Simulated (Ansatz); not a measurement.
# ZrC: the cost of one run

Computed with Ansatz 0.2.0 (DFT PBEsol, frozen-core PAW, scalar-relativistic unless said, unless a step's input says otherwise).

The COD entry's cell or inner coordinates are ideal or old and differ from later refinements, so a difference from it is no clean test against experiment.

1 further run of the same task is left out (set aside as unsound or not needed).

## Step 1: Starting point

It takes space group Fm-3m (No. 225, cubic). Conventional cell: a = 4.730 Å, b = 4.730 Å, c = 4.730 Å, α = 90.00°, β = 90.00°, γ = 90.00°. Zr (site symmetry m-3m) has 6 C at 2.37 Å as nearest neighbours. C (site symmetry m-3m) has 6 Zr at 2.37 Å as nearest neighbours.

Structure file:

```cif
data_structure
_symmetry_space_group_name_H-M 'Fm-3m'
_symmetry_Int_Tables_number 225
_cell_length_a 4.7300
_cell_length_b 4.7300
_cell_length_c 4.7300
_cell_angle_alpha 90.000
_cell_angle_beta 90.000
_cell_angle_gamma 90.000
_cell_volume 105.82
loop_
_atom_site_label
_atom_site_type_symbol
_atom_site_symmetry_multiplicity
_atom_site_Wyckoff_symbol
_atom_site_fract_x
_atom_site_fract_y
_atom_site_fract_z
_atom_site_occupancy
Zr1 Zr 4 b 0.50000 0.00000 0.00000 1
C1 C 4 a 0.00000 0.00000 0.00000 1
```

Cartesian axes are those of the input's lattice vectors. The structure goes back to a database entry.

## Step 2: Cell and atoms relaxed, PAW

Input file input.yaml:

```yaml
crystal:
  lattice:
    - [0.0, 2.365, 2.365]
    - [2.365, 0.0, 2.365]
    - [2.365, 2.365, 0.0]
  atoms:
    - { symbol: Zr, position: [0.5, 0.5, 0.5] }
    - { symbol: C, position: [0.0, 0.0, 0.0] }
kpoints:
  mp_grid: { grid: [18, 18, 18] }
scf:
  occupations: { method: fermi_dirac, width: 0.1 }
hamiltonian:
  xc: pbesol
  pseudopotentials: { kind: paw }
relax:
  f_tol: 0.002
  max_steps: 80
  cell: {}
output:
  forces: true
  stress: true
```

Command:

```bash
$ ansatz run input.yaml --threads 1 --pin off --max-ram 2560MiB --backend cpu --events-out ev --progress --plain --runs-dir out
```

**Question.** How long does this run take on 1 thread of Arm Neoverse V2, shared host, and how much memory does it need?

About 13 s, with a peak of 0.36 GiB.
